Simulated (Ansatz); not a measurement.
What does this script print? It uses the Ansatz DFT code, driven from Python.

The script, `tae_c2h5ns.py`:
```python
from collections import Counter

import ansatz

BASIS = "def2-TZVPP"
XC = "r2SCAN"
DISPERSION = "d3bj"


def energy_of(molecule, charge=0, unpaired=0):
    calc = (
        molecule.calculation()
        .basis(gaussian=BASIS)
        .functional(XC, dispersion=DISPERSION)
    )
    if charge:
        calc = calc.charge(charge)
    if unpaired:
        calc = calc.spin("collinear", total=unpaired)
    report = calc.run().report
    if report["published_state_doubts"]:
        print("  doubts:", report["published_state_doubts"])
    return report["free_energy_ev"]

GEOMETRY = """
C    -0.15110    1.05620   -0.92560
S     1.19430   -0.00890   -0.65490
C     0.53570   -1.00730    0.61130
N    -0.54160   -0.82270    1.09610
H     0.05980    1.79670   -1.75230
H    -0.42880    1.69170   -0.03700
H    -1.05690    0.54060   -1.24570
H     1.26350   -1.78710    1.00950
H    -0.78630   -1.50540    1.88160
"""


def main() -> None:
    geometry = ansatz.Crystal.molecule()
    for line in GEOMETRY.strip().splitlines():
        symbol, *xyz = line.split()
        geometry = geometry.atom(symbol, [float(v) for v in xyz])

    unpaired = {"C": 2, "S": 2, "N": 3, "H": 1}
    counts = Counter(site.symbol for site in geometry.cartesian_sites)
    atom_energy = {s: energy_of(ansatz.Crystal.molecule().atom(s, (0, 0, 0)), 0, unpaired[s]) for s in counts}
    whole = energy_of(geometry, 0, 0)
    for s, e in atom_energy.items():
        print(f"{s:2s} x{counts[s]}  {e:14.5f} eV")
    print(f"C2H5NS: {whole:.5f} eV")
    split = sum(counts[s] * e for s, e in atom_energy.items()) - whole
    print(f"atomisation energy (no zero-point term): {split:.3f} eV, {split / sum(counts.values()):.3f} eV an atom")


if __name__ == "__main__":
    main()
```

```console
$ python tae_c2h5ns.py
DeckWarning: the engine holds no damping parameters fitted to this dispersion correction and functional, so the run takes those fitted to r2scan beside the three-body term, which d3bj leaves out (hamiltonian.dispersion, under Limitations)
C  x2     -1029.48623 eV
S  x1    -10832.40954 eV
N  x1     -1485.22506 eV
H  x5       -13.60370 eV
C2H5NS: -14479.02049 eV
atomisation energy (no zero-point term): 34.395 eV, 3.822 eV an atom
```
(Warnings from the package without file and line.)

34.395 eV from the electronic energies, without the zero-point term.

Total energies depend on the basis set; only differences at equal settings carry meaning. The geometry is a force-field or estimated start, not a minimum of this method, and the basis set is short of its limit. All parts are taken at fixed geometry, without zero-point energy. A dispersion term here runs with damping parameters fitted for another variant or functional. Finished in 6 s on 1 thread of Intel(R) Xeon(R) 6975P-C (Granite Rapids), on a shared host, peak memory 0.31 GiB.
